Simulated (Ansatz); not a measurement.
**PtN4 (triplet): relaxing a cheap start**

Where does this start of PtN4 (triplet) end when it is relaxed?

Method: UKS PBE0/def2-TZVP; program: Ansatz 0.2.0, Gaussian basis.

### 1 The system as given

5 atoms, charge 0, spin multiplicity 3.

Atoms are counted from 1 here; the program's logs count them from 0.

Bond lengths: Pt1–N2 1.740 Å, Pt1–N3 1.740 Å, Pt1–N4 1.740 Å, Pt1–N5 1.740 Å. Angles: N2–Pt1–N3 109.5°, N2–Pt1–N4 109.5°, N2–Pt1–N5 109.5°, N3–Pt1–N4 109.5°, N3–Pt1–N5 109.5°, N4–Pt1–N5 109.5°.

The start was built by rule and, where that kept it together, relaxed with GFN2-xTB. Sticks and bond lists go by distance. No spin-orbit coupling is included. Elements past krypton take def2 core potentials.

### 2 The run

The input, in.yaml:

```yaml
crystal:
  periodic: [false, false, false]
  atoms:
    - {symbol: Pt, position_ang: [0.000000, 0.000000, 0.000000]}
    - {symbol: N, position_ang: [1.003619, 1.005765, 1.004336]}
    - {symbol: N, position_ang: [-1.006251, -1.002661, 1.004808]}
    - {symbol: N, position_ang: [-1.002896, 1.003380, -1.007440]}
    - {symbol: N, position_ang: [1.005527, -1.006485, -1.001704]}
basis:
  gaussian: {orbitals: def2-TZVP}
magnetization: {spin_polarized: true, initial_magnetization: 2}
hamiltonian: {xc: pbe0}
relax: {f_tol: 0.004, max_steps: 80}
```

On the command line:

```console
$ ansatz run in.yaml --threads 1 --pin off --events-out ev --progress --plain --max-ram 2176MiB
```

What does the calculation give? Wanted: energy gained; shift from the start; total energy; dipole moment; ⟨S²⟩.

As calculated:

| quantity | value |
| --- | --- |
| steps | 9 |
| energy gained | 0.565 eV |
| shift from the start (rms) | 0.130 Å |
| total energy | -9189.6460 eV |
| dipole moment | 0.47 D |
| ⟨S²⟩ | 3.977 |

The bonds of the start are those of the end. Pt1–N5 went from 1.740 to 1.885 Å. The determinant is spin-contaminated (excess 1.98). No vibrations were run, so this is a stationary point, not a proven minimum, and this spin need not be the ground state's.
